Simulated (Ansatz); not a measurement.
Working through harmonic frequencies at the relaxed geometry of C2H5FOSi, SMILES F[SiH2]C1CO1

Program: the Python package of Ansatz (0.2.0).

`c2h5fosi.xyz`
```text
10

F    -1.66210    0.33600    1.67300
Si   -0.39530    0.95790    0.95290
C    -0.21560    0.07630   -0.68980
C     0.65260   -1.21180   -0.72410
O     1.14330   -0.00860   -1.24140
H    -0.56890    2.43690    0.74970
H     0.79130    0.72240    1.85960
H    -0.96490    0.22750   -1.37390
H     0.28320   -1.95140   -1.40580
H     1.01960   -1.63640    0.20280
```

Interactive session:
```pycon
>>> import itertools
>>> import ansatz
>>> from ase.data import atomic_numbers, covalent_radii
>>> import numpy as np
>>> c2h5fosi = ansatz.Crystal.molecule_from_extxyz('c2h5fosi.xyz')
>>> calculation = c2h5fosi.calculation()
>>> calculation = calculation.basis(gaussian='6-31G*').functional('b3lyp')
>>> symbols = [site.symbol for site in c2h5fosi.cartesian_sites]
>>> start = np.array([site.position_ang for site in c2h5fosi.cartesian_sites], dtype=float)
>>> summary = calculation.relax(force_tolerance=0.003, max_steps=100).run().report
>>> end = np.array(summary['positions_ang'])
>>> # pairs closer than 1.2 times the sum of covalent radii, before or after
>>> radius = [covalent_radii[atomic_numbers[s]] for s in symbols]
>>> span = lambda where, i, j: np.linalg.norm(where[i] - where[j])
>>> bonded = [(i, j) for i, j in itertools.combinations(range(len(symbols)), 2) if min(span(start, i, j), span(end, i, j)) < 1.2 * (radius[i] + radius[j])]
>>> print('pair        before    after (A)')
pair        before    after (A)
>>> for i, j in bonded:
...     print(f'{symbols[i]}{i}-{symbols[j]}{j}'.ljust(10), f'{span(start, i, j):8.4f} {span(end, i, j):8.4f}')
...
F0-Si1       1.5843   1.6178
Si1-C2       1.8730   1.8753
Si1-H5       1.5030   1.4841
Si1-H6       1.5118   1.4836
C2-C3        1.5538   1.4792
C2-O4        1.4690   1.4594
C2-H7        1.0258   1.0925
C3-O4        1.3986   1.4231
C3-H8        1.0715   1.0901
C3-H9        1.0836   1.0906
>>> # frequencies need a stationary point, so they are taken at the relaxed geometry
>>> minimum = ansatz.Crystal.molecule()
>>> for symbol, place in zip(symbols, end):
...     minimum = minimum.atom(symbol, place.tolist())
...
>>> vibrating = (
...     minimum.calculation()
...     .basis(gaussian='6-31G*')
...     .functional('b3lyp')
...     .phonons(temperatures=(298.15, 498.15, 100))
... )
>>> vib = vibrating.run().report['vibrations']
>>> sums = vib['harmonic_sums']
>>> modes = [m['omega_inv_cm'] for m in sums['modes_at_gamma'] if m['rigid_motion'] == 'no']
>>> for number, w in enumerate(modes, start=1):
...     print(f'mode {number:2d} {w:9.1f} 1/cm {w / 8065.544 * 1000:8.2f} meV')
...
mode  1      82.1 1/cm    10.18 meV
mode  2     151.9 1/cm    18.84 meV
mode  3     248.8 1/cm    30.85 meV
mode  4     313.5 1/cm    38.87 meV
mode  5     614.0 1/cm    76.12 meV
mode  6     709.7 1/cm    87.99 meV
mode  7     753.8 1/cm    93.46 meV
mode  8     825.2 1/cm   102.32 meV
mode  9     870.7 1/cm   107.95 meV
mode 10     918.5 1/cm   113.87 meV
mode 11     946.0 1/cm   117.29 meV
mode 12     982.7 1/cm   121.84 meV
mode 13     986.8 1/cm   122.34 meV
mode 14    1085.0 1/cm   134.52 meV
mode 15    1161.0 1/cm   143.94 meV
mode 16    1179.8 1/cm   146.27 meV
mode 17    1268.5 1/cm   157.27 meV
mode 18    1365.1 1/cm   169.25 meV
mode 19    1550.5 1/cm   192.24 meV
mode 20    2274.1 1/cm   281.95 meV
mode 21    2284.3 1/cm   283.22 meV
mode 22    3104.8 1/cm   384.94 meV
mode 23    3113.3 1/cm   386.00 meV
mode 24    3189.8 1/cm   395.49 meV
>>> print('imaginary modes:', sum(w < 0 for w in modes), ' zero-point energy:', round(sums['zero_point_energy_ev'], 4), 'eV')
imaginary modes: 0  zero-point energy: 1.8585 eV
>>> print('T (K)   F_vib (eV)   S_vib (meV/K)   C_vib (meV/K)')
T (K)   F_vib (eV)   S_vib (meV/K)   C_vib (meV/K)
>>> for row in zip(sums['temperatures_k'], sums['vibrational_free_energy_ev'], vib['entropy_ev_per_k'], vib['heat_capacity_ev_per_k']):
...     print(f'{row[0]:6.1f} {row[1]:11.4f} {1000 * row[2]:13.4f} {1000 * row[3]:15.4f}')
...
 298.1      1.7922        0.5009          0.5972
 398.1      1.7319        0.7061          0.8276
 498.1      1.6509        0.9130          1.0198
>>> # all hydrogen replaced by deuterium
>>> heavier = vibrating.phonons(masses={'H': 2.014102}).run().report['vibrations']['harmonic_sums']
>>> print('deuterated (1/cm):', ' '.join(f'{m["omega_inv_cm"]:.0f}' for m in heavier['modes_at_gamma'] if m['rigid_motion'] == 'no'))
deuterated (1/cm): 76 143 215 300 492 561 594 687 700 742 777 816 868 903 922 978 1015 1108 1348 1627 1653 2250 2295 2382
>>> print('zero-point energy falls by', round(sums['zero_point_energy_ev'] - heavier['zero_point_energy_ev'], 4), 'eV')
zero-point energy falls by 0.4046 eV
```

Reading the output:
- The frequencies are harmonic and unscaled, in a modest basis.
- b3lyp holds the VWN-RPA fit, as in Gaussian; the form of ORCA and Turbomole is b3lyp5.
- Finished in 6.7 min on 1 thread of Arm Neoverse V1, on a shared host, peak memory 0.26 GiB.
